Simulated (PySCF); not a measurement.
# InHBr (SMILES [Br][InH]), run twice

Aim: energy and forces of InHBr at USCAN0/ccECP-aug-cc-pVDZ (core potential).

The calculation is run with PySCF 2.14.0.

8 further runs of the same task are left out: 5 for a known fault of the program, 3 that didn't finish.

**1. The structure to begin with**

The species is InHBr (3 atoms), meant as a doublet with charge 0. SMILES: `[Br][InH]`. The shape is that of a PBE0-D4/def2-TZVP optimisation.

Bond lengths: Br1–In2 2.511 Å, In2–H3 1.772 Å. Angles: Br1–In2–H3 115.9°.

**2. First attempt**

File start.xyz:

```xyz
3

Br     1.752400    -0.309300     0.917000
In    -0.424600    -0.617800    -0.295300
H     -1.338700     0.862200    -0.635000
```

File job.py:

```python
import pyscf.grad
from pyscf import gto, dft
from pyscf.pbc.tools.pyscf_ase import PySCF, ase_atoms_to_pyscf
from ase.io import read

atoms = read('start.xyz')

mol = gto.M(
    atom=ase_atoms_to_pyscf(atoms),
    max_memory=1860,
    spin=1,
    verbose=0,
    ecp={'Br': 'ccecp', 'In': 'ccecp', 'H': 'ccecp'},
    basis='ccecp-aug-cc-pvdz',
)

ks = dft.UKS(mol)
ks.xc = 'scan_x'
ks.max_cycle = 100
atoms.calc = PySCF(method=ks)

e_ev = atoms.get_potential_energy()
print('energy %.6f eV' % e_ev)
forces = atoms.get_forces()
print('forces (eV/A)')
print(forces.round(5))
print('dipole (e A)', atoms.get_dipole_moment().round(5))
```

Run with:

```bash
$ OMP_NUM_THREADS=1 python job.py
```

The program printed:

```text
KeyError: "LibXCFunctional: name 'SCAN_X' not found."
```

It took 0.81 s on 1 thread of Intel Xeon Platinum 8488C (Sapphire Rapids), shared host; peak memory 0.12 GiB.

**3. What went wrong**

The program refused the input.

The log says `KeyError: "LibXCFunctional: name 'SCAN_X' not found."`. What is wrong: the input text is malformed or holds a word that the program doesn't know.

**4. Try two**

File mol.xyz:

```xyz
3

Br     1.752400    -0.309300     0.917000
In    -0.424600    -0.617800    -0.295300
H     -1.338700     0.862200    -0.635000
```

File run.py:

```python
# [Br][InH]
import pyscf.grad
from pyscf import gto, dft
from pyscf.pbc.tools.pyscf_ase import PySCF, ase_atoms_to_pyscf
from ase.io import read

atoms = read('mol.xyz')

mol = gto.M(
    atom=ase_atoms_to_pyscf(atoms),
    ecp='ccecp',
    max_memory=1860,
    spin=1,
    verbose=0,
    basis='ccecp-aug-cc-pvdz',
)

calc0 = dft.UKS(mol, xc='scan0')
calc0.max_cycle = 100
calc0.diis_space = 16
atoms.calc = PySCF(method=calc0)

e_ev = atoms.get_potential_energy()
print('energy %.6f eV' % e_ev)
forces = atoms.get_forces()
print('forces (eV/A)')
print(forces.round(5))
print('dipole (e A)', atoms.get_dipole_moment().round(5))
```

Run with:

```bash
$ OMP_NUM_THREADS=1 python run.py
```

The program printed:

```text
energy -433.596648 eV
forces (eV/A)
[[-0.02392  0.00943 -0.01263]
 [-0.01699  0.01097 -0.00913]
 [ 0.03235 -0.02169  0.02023]]
Dipole moment(X, Y, Z, Debye): -2.32386, -0.62019, -1.32342
dipole (e A) [-0.48382 -0.12912 -0.27553]
```

Wall time 17 s (1 thread of Intel Xeon Platinum 8488C (Sapphire Rapids), shared host); peak memory 0.46 GiB.

**5. Summary of results**

Level: USCAN0/ccECP-aug-cc-pVDZ (core potential).

| quantity | value |
| --- | --- |
| total energy | -15.93438 Eh |
| dipole moment | 2.75 D |
| HOMO energy (highest over α and β) | -6.58 eV |
| LUMO energy (lowest over α and β) | -3.12 eV |
| ⟨S²⟩ | 0.761 |
| largest force on an atom | 0.044 eV/Å |

**Reading.** Mulliken charges run from -0.11 on Br1 to +0.11 on In2; in a basis this large or diffuse they mean little.
